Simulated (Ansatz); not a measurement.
# GaCl₂F + H₂: a complex and its separated parts, part 1 of 2

Aim: how far the complex at one end of a reaction step lies below its separated, relaxed parts, level by level.

The runs use Ansatz 0.2.0, Gaussian basis; PBE0-D4/def2-TZVP structures, single points in def2-TZVPP, no counterpoise correction.

Levels: SPW92, PBE-D4, BLYP-D4, r2SCAN-D4, B97M-V, PBE0-D4, B3LYP-D4, r2SCAN0-D4, BHLYP-D4, CAM-B3LYP-D4, wB97X-V, wB97M-V, B2PLYP, PBE-QIDH, RPA on PBE, Hartree-Fock, MP2, CCSD, CCSD(T).

Correlated methods freeze the cores. Filled d shells of the heavier atoms are correlated. B3LYP uses VWN-RPA correlation. B2PLYP carries no dispersion term here.

94 further runs of the same task are left out: 94 set aside as unsound or not needed.

### 1 The system as given

The complex: 6 atoms, charge 0, spin multiplicity 1.

Atoms are counted from 1 here; the program's logs count them from 0.

Bond lengths: Ga1–Cl3 2.110 Å, Ga1–Cl4 2.110 Å, Ga1–F6 1.738 Å, H2–H5 0.754 Å. Angles: Cl3–Ga1–Cl4 122.6°, Cl3–Ga1–F6 118.4°, Cl4–Ga1–F6 118.4°.

Geometry (Å):

```xyz
6

Ga    0.04101    0.59587   -0.43686
H    -0.32956   -1.28572    1.02352
Cl   -1.39665   -0.08909   -1.82132
Cl   -0.42037    1.97793    1.08952
H     0.39718   -1.38045    0.84713
F     1.70840    0.18157   -0.70189
```

Its parts: GaCl₂F holds atoms 1, 3, 4, 6; H₂ holds atoms 2, 5. Each part counts its atoms afresh in its own runs.

### 2 Relaxing GaCl₂F alone

The input, relax-a/in.yaml:

```yaml
crystal:
  periodic: [false, false, false]
  atoms:
    - {symbol: Ga, position_ang: [0.041009, 0.595868, -0.436857]}
    - {symbol: Cl, position_ang: [-1.396655, -0.089095, -1.821315]}
    - {symbol: Cl, position_ang: [-0.420374, 1.977926, 1.089518]}
    - {symbol: F, position_ang: [1.708398, 0.181572, -0.701889]}
basis:
  gaussian: {orbitals: def2-TZVP}
hamiltonian: {xc: pbe0, dispersion: d4}
relax: {f_tol: 0.005, max_steps: 200}
```

Command:

```bash
ansatz run in.yaml --threads 4 --pin off --events-out ev --progress --plain --max-ram 9574MiB
```

The log of the run (excerpt; [...] marks lines left out):

```text
Functional definition: PBE0
  name "PBE0"
  cite "Adamo & Barone, J. Chem. Phys. 110, 6158 (1999) doi:10.1063/1.478522"
  cite "Perdew, Burke & Ernzerhof, Phys. Rev. Lett. 77, 3865 (1996) doi:10.1103/PhysRevLett.77.3865"
  parent pbe
[...]
1105 factors; their error is unknown
[...]
mean field -80128.67884751 eV, -2944.6746344766 hartree, gradient 3.7e-5 eV, S^2 0.000000; 0 other end points of the search recorded, 0 dependent functions left out
[...]
reference -80128.67887332 eV, -2944.6746354254 hartree; 37, 37 occupied and 116, 116 virtual orbitals, 1105 factors
[...]
1105 factors; their error is unknown
mean field -80128.69313042 eV, -2944.6751593640 hartree, gradient 1.0e-5 eV, S^2 0.000000; 1 other end points of the search recorded, 0 dependent functions left out
[...]
reference -80128.69315619 eV, -2944.6751603111 hartree; 37, 37 occupied and 116, 116 virtual orbitals, 1105 factors
Total energy: -80128.78996704 eV, -2944.6787180441 hartree
Atom 0 at     0.044887     0.648844    -0.475774 Å, force     0.002995    -0.002681     0.000898 eV/Å
Atom 1 at    -1.392803    -0.108290    -1.811813 Å, force    -0.004590    -0.001458    -0.004175 eV/Å
Atom 2 at    -0.415348     1.961224     1.102530 Å, force    -0.001789     0.004472     0.004175 eV/Å
Atom 3 at     1.695642     0.164493    -0.685486 Å, force     0.003384    -0.000333    -0.000898 eV/Å
Dipole moment:    -0.169720     0.050227     0.021257 e Å
```

It took 40 s on 4 threads of AMD EPYC, shared host; peak memory 0.42 GiB.

Relaxation path:

```
step  energy from step 1 (eV)  largest force component (eV/Å)
   1                   0.0000                          0.2396
   2                  -0.0128                          0.1610
   3                  -0.0138                          0.1380
   4                  -0.0144                          0.0046
```

Close pairs (by a distance rule), those that changed most:

```
   bond  before (Å)  after (Å)  change (Å)
Ga1–Cl3       2.110      2.104      -0.007
Ga1–Cl2       2.110      2.104      -0.007
 Ga1–F4       1.738      1.733      -0.005
```

### 3 Relaxing H₂ alone

The input, relax-b/in.yaml:

```yaml
crystal:
  periodic: [false, false, false]
  atoms:
    - {symbol: H, position_ang: [-0.329563, -1.285719, 1.023516]}
    - {symbol: H, position_ang: [0.397183, -1.380453, 0.847126]}
basis:
  gaussian: {orbitals: def2-TZVP}
hamiltonian: {xc: pbe0, dispersion: d4}
relax: {f_tol: 0.005, max_steps: 200}
```

Command:

```bash
ansatz run in.yaml --threads 4 --pin off --events-out ev --progress --plain --max-ram 9574MiB
```

The log of the run (excerpt; [...] marks lines left out):

```text
[... 5 set-up lines as earlier in the session ...]
[...]
88 factors; their error is unknown
[...]
mean field -31.78759497 eV, -1.1681725687 hartree, gradient 1.7e-5 eV, S^2 0.000000; 0 other end points of the search recorded, 0 dependent functions left out
[...]
reference -31.78866849 eV, -1.1682120199 hartree; 1, 1 occupied and 11, 11 virtual orbitals, 88 factors
Total energy: -31.79027505 eV, -1.1682710600 hartree
Atom 0 at    -0.325886    -1.286198     1.022624 Å, force     0.002684    -0.000350    -0.000651 eV/Å
Atom 1 at     0.393506    -1.379974     0.848018 Å, force    -0.002684     0.000350     0.000651 eV/Å
Dipole moment:    -0.000000     0.000000     0.000000 e Å
```

Wall time 1.1 s (4 threads of AMD EPYC, shared host); peak memory 0.42 GiB.

Step by step:

```
step  energy from step 1 (eV)  largest force component (eV/Å)
   1                   0.0000                          0.2618
   2                  -0.0011                          0.0027
```

The bond:

```
 bond  before (Å)  after (Å)  change (Å)
H1–H2       0.754      0.746      -0.008
```

### 4 SPW92/def2-TZVPP

The input, parta/in.yaml:

```yaml
crystal:
  periodic: [false, false, false]
  atoms:
    - {symbol: Ga, position_ang: [0.044887, 0.648844, -0.475774]}
    - {symbol: Cl, position_ang: [-1.392803, -0.108290, -1.811813]}
    - {symbol: Cl, position_ang: [-0.415348, 1.961224, 1.102530]}
    - {symbol: F, position_ang: [1.695642, 0.164493, -0.685486]}
basis:
  gaussian: {orbitals: def2-TZVPP}
hamiltonian: {xc: lda}
```

The input, partb/in.yaml:

```yaml
crystal:
  periodic: [false, false, false]
  atoms:
    - {symbol: H, position_ang: [-0.325886, -1.286198, 1.022624]}
    - {symbol: H, position_ang: [0.393506, -1.379974, 0.848018]}
basis:
  gaussian: {orbitals: def2-TZVPP}
hamiltonian: {xc: lda}
```

The same command starts each run, in its folder.

Command:

```bash
ansatz run in.yaml --threads 4 --pin off --events-out ev --progress --plain --max-ram 9574MiB
```

Output in parta (excerpt; [...] marks lines left out):

```text
Functional definition: SPW92
  name "SPW92"
  cite "Dirac, Proc. Camb. Phil. Soc. 26, 376 (1930) doi:10.1017/S0305004100016108"
  cite "Slater, Phys. Rev. 81, 385 (1951) doi:10.1103/PhysRev.81.385"
  cite "Perdew & Wang, Phys. Rev. B 45, 13244 (1992) doi:10.1103/PhysRevB.45.13244"
[...]
1112 factors; their error is unknown
[...]
mean field -79965.99494312 eV, -2938.6961112615 hartree, gradient 3.0e-5 eV, S^2 0.000000; 0 other end points of the search recorded, 0 dependent functions left out
reference -79965.99497593 eV, -2938.6961124673 hartree; 37, 37 occupied and 126, 126 virtual orbitals, 1112 factors
Total energy: -79965.99497593 eV, -2938.6961124673 hartree
```

Log of partb (excerpt; [...] marks lines left out):

```text
[... 5 set-up lines as earlier in the session ...]
[...]
118 factors; their error is unknown
[...]
mean field -30.93531730 eV, -1.1368519421 hartree, gradient 4.4e-5 eV, S^2 0.000000; 0 other end points of the search recorded, 0 dependent functions left out
reference -30.93533798 eV, -1.1368527020 hartree; 1, 1 occupied and 27, 27 virtual orbitals, 118 factors
Total energy: -30.93533798 eV, -1.1368527020 hartree
```

Wall times: 2.7 s (parta), 0.48 s (partb) on 4 threads of AMD EPYC, shared host; peak memory 0.42 GiB.

### 5 PBE-D4/def2-TZVPP

The same edit goes into each in.yaml of step 4 (parta, partb):

```diff
-hamiltonian: {xc: lda}
+hamiltonian: {xc: pbe, dispersion: d4}
```

Each run has its own folder and the same command.

Command:

```bash
ansatz run in.yaml --threads 4 --pin off --events-out ev --progress --plain --max-ram 9574MiB
```

Output in parta (excerpt; [...] marks lines left out):

```text
Functional definition: PBE
  name "PBE"
[... 2 set-up lines as earlier in the session ...]
[...]
1112 factors; their error is unknown
[...]
mean field -80125.64351305 eV, -2944.5630879929 hartree, gradient 3.9e-5 eV, S^2 0.000000; 0 other end points of the search recorded, 0 dependent functions left out
reference -80125.64354815 eV, -2944.5630892828 hartree; 37, 37 occupied and 126, 126 virtual orbitals, 1112 factors
Total energy: -80125.75633453 eV, -2944.5672341058 hartree
```

Log of partb (excerpt; [...] marks lines left out):

```text
[... 4 set-up lines as earlier in the session ...]
[...]
118 factors; their error is unknown
[...]
mean field -31.73222700 eV, -1.1661378335 hartree, gradient 3.1e-5 eV, S^2 0.000000; 0 other end points of the search recorded, 0 dependent functions left out
reference -31.73224868 eV, -1.1661386301 hartree; 1, 1 occupied and 27, 27 virtual orbitals, 118 factors
Total energy: -31.73426792 eV, -1.1662128357 hartree
```

Wall times: 3.7 s (parta), 0.59 s (partb) on 4 threads of AMD EPYC, shared host; peak memory 0.42 GiB.

### 6 BLYP-D4/def2-TZVPP

The same edit goes into each in.yaml of step 5 (parta, partb):

```diff
-hamiltonian: {xc: pbe, dispersion: d4}
+hamiltonian: {xc: {name: BLYP}, dispersion: d4}
```

One command serves all of them, each in its own folder.

Command:

```bash
ansatz run in.yaml --threads 4 --pin off --events-out ev --progress --plain --max-ram 9574MiB
```

parta printed (excerpt; [...] marks lines left out):

```text
Functional definition: BLYP
  name "BLYP"
  cite "Becke, Phys. Rev. A 38, 3098 (1988) doi:10.1103/PhysRevA.38.3098"
  cite "Lee, Yang & Parr, Phys. Rev. B 37, 785 (1988) doi:10.1103/PhysRevB.37.785"
[...]
1112 factors; their error is unknown
[...]
mean field -80147.93213739 eV, -2945.3821798295 hartree, gradient 3.3e-5 eV, S^2 0.000000; 0 other end points of the search recorded, 0 dependent functions left out
reference -80147.93245425 eV, -2945.3821914737 hartree; 37, 37 occupied and 126, 126 virtual orbitals, 1112 factors
Total energy: -80148.16956601 eV, -2945.3909051704 hartree
```

Log of partb (excerpt; [...] marks lines left out):

```text
[... 4 set-up lines as earlier in the session ...]
[...]
118 factors; their error is unknown
[...]
mean field -31.82604718 eV, -1.1695856615 hartree, gradient 8.3e-5 eV, S^2 0.000000; 0 other end points of the search recorded, 0 dependent functions left out
reference -31.82623961 eV, -1.1695927330 hartree; 1, 1 occupied and 27, 27 virtual orbitals, 118 factors
Total energy: -31.83113754 eV, -1.1697727285 hartree
```

Wall times: 4 s (parta), 0.41 s (partb) on 4 threads of AMD EPYC, shared host; peak memory 0.42 GiB.

### 7 r2SCAN-D4/def2-TZVPP

The same edit goes into each in.yaml of step 6 (parta, partb):

```diff
-hamiltonian: {xc: {name: BLYP}, dispersion: d4}
+hamiltonian: {xc: r2scan, dispersion: d4}
```

The same command starts each run, in its folder.

Command:

```bash
ansatz run in.yaml --threads 4 --pin off --events-out ev --progress --plain --max-ram 9574MiB
```

parta printed (excerpt; [...] marks lines left out):

```text
Functional definition: r2SCAN
  name "r2SCAN"
  cite "Furness, Kaplan, Ning, Perdew & Sun, J. Phys. Chem. Lett. 11, 8208 (2020) doi:10.1021/acs.jpclett.0c02405"
  cite "Furness, Kaplan, Ning, Perdew & Sun, J. Phys. Chem. Lett. 11, 9248 (2020) doi:10.1021/acs.jpclett.0c03077"
  parent r2scan
[...]
1112 factors; their error is unknown
[...]
mean field -80143.42500500 eV, -2945.2165457692 hartree, gradient 4.9e-5 eV, S^2 0.000000; 0 other end points of the search recorded, 0 dependent functions left out
reference -80143.42501436 eV, -2945.2165461131 hartree; 37, 37 occupied and 126, 126 virtual orbitals, 1112 factors
Total energy: -80143.44961329 eV, -2945.2174501071 hartree
```

Log of partb (excerpt; [...] marks lines left out):

```text
[... 5 set-up lines as earlier in the session ...]
[...]
118 factors; their error is unknown
[...]
mean field -31.87204552 eV, -1.1712760694 hartree, gradient 4.1e-5 eV, S^2 0.000000; 0 other end points of the search recorded, 0 dependent functions left out
reference -31.87205214 eV, -1.1712763126 hartree; 1, 1 occupied and 27, 27 virtual orbitals, 118 factors
Total energy: -31.87255353 eV, -1.1712947382 hartree
```

They took 6.5 s (parta), 0.91 s (partb) on 4 threads of AMD EPYC, shared host; peak memory 0.42 GiB.

### 8 B97M-V/def2-TZVPP

The same edit goes into each in.yaml of step 7 (parta, partb):

```diff
-hamiltonian: {xc: r2scan, dispersion: d4}
+hamiltonian: {xc: {name: B97M-V}}
```

One command serves all of them, each in its own folder.

Command:

```bash
ansatz run in.yaml --threads 4 --pin off --events-out ev --progress --plain --max-ram 9574MiB
```

parta printed (excerpt; [...] marks lines left out):

```text
Functional definition: B97M-V
  name "B97M-V"
  cite "Mardirossian & Head-Gordon, J. Chem. Phys. 142, 074111 (2015) doi:10.1063/1.4907719"
  cite "Becke, J. Chem. Phys. 107, 8554 (1997) doi:10.1063/1.475007"
  cite "Vydrov & Van Voorhis, J. Chem. Phys. 133, 244103 (2010) doi:10.1063/1.3521275"
  # Of w^i u^j: cxij and so on, Table III.
[...]
  gx(w, u) = cx00 + cx01*u + cx02*u^2 + (cx10 + cx11*u)*w
[...]
  gos(w, u) = cos00 + cos01*u + cos03*u^3 + cos10*w + cos32*w^3*u^2
[...]
      + integral(e_c_pw_mod_opposite_spin*gos(b97_w_opposite, b97_u_opposite)) + vv10(b, c)
1112 factors; their error is unknown
[...]
mean field -80128.85138710 eV, -2944.6809751896 hartree, gradient 7.2e-5 eV, S^2 0.000000; 0 other end points of the search recorded, 0 dependent functions left out
reference -80128.85143543 eV, -2944.6809769660 hartree; 37, 37 occupied and 126, 126 virtual orbitals, 1112 factors
Total energy: -80128.85143543 eV, -2944.6809769660 hartree
```

partb printed (excerpt; [...] marks lines left out):

```text
[... 5 set-up lines as earlier in the session ...]
  # Of w^i u^j: cxij and so on, Table III.
[...]
  gx(w, u) = cx00 + cx01*u + cx02*u^2 + (cx10 + cx11*u)*w
  gss(w, u) = css00 + css02*u^2 + css10*w + (css32*w^3 + css42*w^4)*u^2
  gos(w, u) = cos00 + cos01*u + cos03*u^3 + cos10*w + cos32*w^3*u^2
[...]
      + integral(e_c_pw_mod_opposite_spin*gos(b97_w_opposite, b97_u_opposite)) + vv10(b, c)
118 factors; their error is unknown
[...]
mean field -31.90527786 eV, -1.1724973352 hartree, gradient 8.2e-6 eV, S^2 0.000000; 0 other end points of the search recorded, 0 dependent functions left out
reference -31.90530754 eV, -1.1724984260 hartree; 1, 1 occupied and 27, 27 virtual orbitals, 118 factors
Total energy: -31.90530754 eV, -1.1724984260 hartree
```

Wall times: 7.5 s (parta), 1.1 s (partb) on 4 threads of AMD EPYC, shared host; peak memory 0.42 GiB.

### 9 PBE0-D4/def2-TZVPP

The same edit goes into each in.yaml of step 8 (parta, partb):

```diff
-hamiltonian: {xc: {name: B97M-V}}
+hamiltonian: {xc: pbe0, dispersion: d4}
+output: {orbitals: {seedname: orbitals}}
```

One command serves all of them, each in its own folder.

Command:

```bash
ansatz run in.yaml --threads 4 --pin off --events-out ev --progress --plain --max-ram 9574MiB
```

Log of parta (excerpt; [...] marks lines left out):

```text
[... 5 set-up lines as earlier in the session ...]
[...]
1219 factors; their error is unknown
[...]
mean field -80128.69488785 eV, -2944.6752239483 hartree, gradient 3.9e-5 eV, S^2 0.000000; 0 other end points of the search recorded, 0 dependent functions left out
reference -80128.69491362 eV, -2944.6752248953 hartree; 37, 37 occupied and 126, 126 virtual orbitals, 1219 factors
Total energy: -80128.79172447 eV, -2944.6787826284 hartree
```

partb printed (excerpt; [...] marks lines left out):

```text
[... 5 set-up lines as earlier in the session ...]
[...]
118 factors; their error is unknown
[...]
mean field -31.79610663 eV, -1.1684853665 hartree, gradient 5.5e-5 eV, S^2 0.000000; 0 other end points of the search recorded, 0 dependent functions left out
reference -31.79612262 eV, -1.1684859542 hartree; 1, 1 occupied and 27, 27 virtual orbitals, 118 factors
Total energy: -31.79772919 eV, -1.1685449944 hartree
```

Times: 6 s (parta), 0.48 s (partb) on 4 threads of AMD EPYC, shared host; peak memory 0.43 GiB.

### 10 B3LYP-D4/def2-TZVPP

The same edit goes into each in.yaml of step 9 (parta, partb):

```diff
-hamiltonian: {xc: pbe0, dispersion: d4}
-output: {orbitals: {seedname: orbitals}}
+hamiltonian: {xc: {name: B3LYP}, dispersion: d4}
```

Each run has its own folder and the same command.

Command:

```bash
ansatz run in.yaml --threads 4 --pin off --events-out ev --progress --plain --max-ram 9574MiB
```

Log of parta (excerpt; [...] marks lines left out):

```text
Functional definition: B3LYP
  name "B3LYP"
  cite "Stephens, Devlin, Chabalowski & Frisch, J. Phys. Chem. 98, 11623 (1994) doi:10.1021/j100096a001"
[... 2 set-up lines as earlier in the session ...]
  cite "Vosko, Wilk & Nusair, Can. J. Phys. 58, 1200 (1980) doi:10.1139/p80-159"
[...]
1185 factors; their error is unknown
[...]
mean field -80148.43153769 eV, -2945.4005324520 hartree, gradient 2.8e-5 eV, S^2 0.000000; 0 other end points of the search recorded, 0 dependent functions left out
reference -80148.43177293 eV, -2945.4005410969 hartree; 37, 37 occupied and 126, 126 virtual orbitals, 1185 factors
Total energy: -80148.61779098 eV, -2945.4073771342 hartree
```

Log of partb (excerpt; [...] marks lines left out):

```text
[... 6 set-up lines as earlier in the session ...]
[...]
118 factors; their error is unknown
[...]
mean field -32.10922400 eV, -1.1799922176 hartree, gradient 4.6e-5 eV, S^2 0.000000; 0 other end points of the search recorded, 0 dependent functions left out
reference -32.10936610 eV, -1.1799974398 hartree; 1, 1 occupied and 27, 27 virtual orbitals, 118 factors
Total energy: -32.11251721 eV, -1.1801132409 hartree
```

Wall times: 6 s (parta), 0.53 s (partb) on 4 threads of AMD EPYC, shared host; peak memory 0.43 GiB.

### 11 r2SCAN0-D4/def2-TZVPP

The same edit goes into each in.yaml of step 10 (parta, partb):

```diff
-hamiltonian: {xc: {name: B3LYP}, dispersion: d4}
+hamiltonian: {xc: {name: r2SCAN0}, dispersion: d4}
```

The same command starts each run, in its folder.

Command:

```bash
ansatz run in.yaml --threads 4 --pin off --events-out ev --progress --plain --max-ram 9574MiB
```

Log of parta (excerpt; [...] marks lines left out):

```text
Functional definition: r2SCAN0
  name "r2SCAN0"
  cite "Bursch, Neugebauer, Ehlert & Grimme, J. Chem. Phys. 156, 134105 (2022) doi:10.1063/5.0086040"
[... 3 set-up lines as earlier in the session ...]
[...]
1219 factors; their error is unknown
[...]
mean field -80142.16007837 eV, -2945.1700605731 hartree, gradient 4.1e-5 eV, S^2 0.000000; 0 other end points of the search recorded, 0 dependent functions left out
reference -80142.16008577 eV, -2945.1700608449 hartree; 37, 37 occupied and 126, 126 virtual orbitals, 1219 factors
Total energy: -80142.19096930 eV, -2945.1711957937 hartree
```

partb printed (excerpt; [...] marks lines left out):

```text
[... 6 set-up lines as earlier in the session ...]
[...]
118 factors; their error is unknown
[...]
mean field -31.85186100 eV, -1.1705343017 hartree, gradient 1.4e-5 eV, S^2 0.000000; 0 other end points of the search recorded, 0 dependent functions left out
reference -31.85186612 eV, -1.1705344900 hartree; 1, 1 occupied and 27, 27 virtual orbitals, 118 factors
Total energy: -31.85240750 eV, -1.1705543853 hartree
```

Wall times: 8 s (parta), 0.98 s (partb) on 4 threads of AMD EPYC, shared host; peak memory 0.42 GiB.

### 12 BHLYP-D4/def2-TZVPP

Each input of step 11 (parta, partb) changes in the same lines:

```diff
-hamiltonian: {xc: {name: r2SCAN0}, dispersion: d4}
+hamiltonian: {xc: {name: BHLYP}, dispersion: d4}
```

Each run has its own folder and the same command.

Command:

```bash
ansatz run in.yaml --threads 4 --pin off --events-out ev --progress --plain --max-ram 9574MiB
```

parta printed (excerpt; [...] marks lines left out):

```text
Functional definition: BHLYP
  name "BHLYP"
  cite "Becke, J. Chem. Phys. 98, 1372 (1993) doi:10.1063/1.464304"
[... 2 set-up lines as earlier in the session ...]
[...]
1316 factors; their error is unknown
[...]
mean field -80144.76719375 eV, -2945.2658702961 hartree, gradient 5.2e-5 eV, S^2 0.000000; 0 other end points of the search recorded, 0 dependent functions left out
reference -80144.76735243 eV, -2945.2658761272 hartree; 37, 37 occupied and 126, 126 virtual orbitals, 1316 factors
Total energy: -80144.94130176 eV, -2945.2722686475 hartree
```

Log of partb (excerpt; [...] marks lines left out):

```text
[... 5 set-up lines as earlier in the session ...]
[...]
118 factors; their error is unknown
[...]
mean field -31.83804373 eV, -1.1700265266 hartree, gradient 5.6e-5 eV, S^2 0.000000; 0 other end points of the search recorded, 0 dependent functions left out
reference -31.83813930 eV, -1.1700300385 hartree; 1, 1 occupied and 27, 27 virtual orbitals, 118 factors
Total energy: -31.83988290 eV, -1.1700941147 hartree
```

Wall times: 4.5 s (parta), 0.47 s (partb) on 4 threads of AMD EPYC, shared host; peak memory 0.42 GiB.

### 13 CAM-B3LYP-D4/def2-TZVPP

Each input of step 12 (parta, partb) changes in the same lines:

```diff
-hamiltonian: {xc: {name: BHLYP}, dispersion: d4}
+hamiltonian: {xc: {name: CAM-B3LYP}, dispersion: d4}
```

One command serves all of them, each in its own folder.

Command:

```bash
ansatz run in.yaml --threads 4 --pin off --events-out ev --progress --plain --max-ram 9574MiB
```

Output in parta (excerpt; [...] marks lines left out):

```text
Functional definition: CAM-B3LYP
  name "CAM-B3LYP"
  cite "Yanai, Tew & Handy, Chem. Phys. Lett. 393, 51 (2004) doi:10.1016/j.cplett.2004.06.011"
  cite "Iikura, Tsuneda, Yanai & Hirao, J. Chem. Phys. 115, 3540 (2001) doi:10.1063/1.1383587"
[... 2 set-up lines as earlier in the session ...]
[...]
1185 factors; their error is unknown
201 factors; integrals over basis functions are off by at most 2.9e-5 eV
[...]
mean field -80149.78978090 eV, -2945.4504469694 hartree, gradient 1.8e-5 eV, S^2 0.000000; 0 other end points of the search recorded, 0 dependent functions left out
reference -80149.78989550 eV, -2945.4504511809 hartree; 37, 37 occupied and 126, 126 virtual orbitals, 1185 factors
Total energy: -80149.89162066 eV, -2945.4541895116 hartree
```

partb printed (excerpt; [...] marks lines left out):

```text
[... 6 set-up lines as earlier in the session ...]
[...]
  # Exact exchange under (alpha + beta erf(omega r))/r, Becke's under what is left of 1/r.
[...]
118 factors; their error is unknown
42 factors; integrals over basis functions are off by at most 6.3e-5 eV
[...]
mean field -31.88030335 eV, -1.1715795388 hartree, gradient 6.4e-5 eV, S^2 0.000000; 0 other end points of the search recorded, 0 dependent functions left out
reference -31.88037329 eV, -1.1715821090 hartree; 1, 1 occupied and 27, 27 virtual orbitals, 118 factors
Total energy: -31.88188670 eV, -1.1716377258 hartree
```

Wall times: 6 s (parta), 0.78 s (partb) on 4 threads of AMD EPYC, shared host; peak memory 0.49 GiB.

(Continued in part 2 of 2.)
